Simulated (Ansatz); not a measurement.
# Cu3P2S2: the cost of one run

Program: Ansatz 0.2.0. Level of theory: DFT, r2SCAN, no spin polarisation, plane waves, PAW. These are calculated values, not measurements.

### 1 The structure

It takes space group I2_13 (No. 199, cubic). Conventional cell: a = 7.698 Å, b = 7.698 Å, c = 7.698 Å, α = 90.00°, β = 90.00°, γ = 90.00°. P (site symmetry 3) has 6 Cu at 2.47 to 2.76 Å as nearest neighbours. S (site symmetry 3) has 3 Cu at 2.26 Å as nearest neighbours. Around Cu (site symmetry 2) lie 2 S at 2.26 Å and 4 P at 2.47 to 2.76 Å.

Its coordinates follow in the input file.

The cell carries a charge of +2 e on a uniform background.

It is a restart: the density comes from an earlier run on this cell.

### 2 The calculation

Input file input.yaml:

```yaml
crystal:
  lattice:
    - [-3.848816, 3.848816, 3.848816]
    - [3.848816, -3.848816, 3.848816]
    - [3.848816, 3.848816, -3.848816]
  atoms:
    - { symbol: P, position: [0.08, 0.08, 0.08] }
    - { symbol: P, position: [0.5, 0.0, 0.42] }
    - { symbol: P, position: [0.42, 0.5, 0.0] }
    - { symbol: P, position: [0.0, 0.42, 0.5] }
    - { symbol: S, position: [0.576, 0.576, 0.576] }
    - { symbol: S, position: [0.5, 0.0, 0.924] }
    - { symbol: S, position: [0.924, 0.5, 0.0] }
    - { symbol: S, position: [0.0, 0.924, 0.5] }
    - { symbol: Cu, position: [0.25, 0.578, 0.328] }
    - { symbol: Cu, position: [0.75, 0.922, 0.172] }
    - { symbol: Cu, position: [0.328, 0.25, 0.578] }
    - { symbol: Cu, position: [0.172, 0.75, 0.922] }
    - { symbol: Cu, position: [0.578, 0.328, 0.25] }
    - { symbol: Cu, position: [0.922, 0.172, 0.75] }
  symmetry: { tolerance: 0.0003 }
kpoints:
  mp_grid: { grid: [5, 5, 5], shift: [0, 0, 0] }
  band_path:
    path:
      - [0.0, 0.0, 0.0]
      - [0.5, -0.5, 0.5]
      - [0.0, 0.0, 0.5]
      - [0.0, 0.0, 0.0]
      - [0.25, 0.25, 0.25]
      - [0.5, -0.5, 0.5]
      - [0.25, 0.25, 0.25]
      - [0.0, 0.0, 0.5]
    npoints: 8
magnetization:
  spin_polarized: false
scf:
  occupations: { method: cold, width: 0.0214 }
  lower_state_search: "off"
  max_iter: 200
hamiltonian:
  pseudopotentials: { kind: paw }
  xc: r2scan
total_charge: 2
basis:
  ecutwfc: 500
  fft_grid_basis: typed
output:
  forces: true
  stress: true
  eigenvalues: true
  bader: true
  populations: true
  elf: true
  write_potential: true
  volumetric_format: npy
  dos:
    e_range: [-12, 8]
    de: 0.05
    projected: { site_lists: { Cu: [Cu], P: [P], S: [S] } }
checkpoint:
  read: saved_state
```

Q: Estimate wall time and peak memory on 1 thread of an x86-64 CPU, shared host.

About 2.6 min, with a peak of 1.5 GiB.
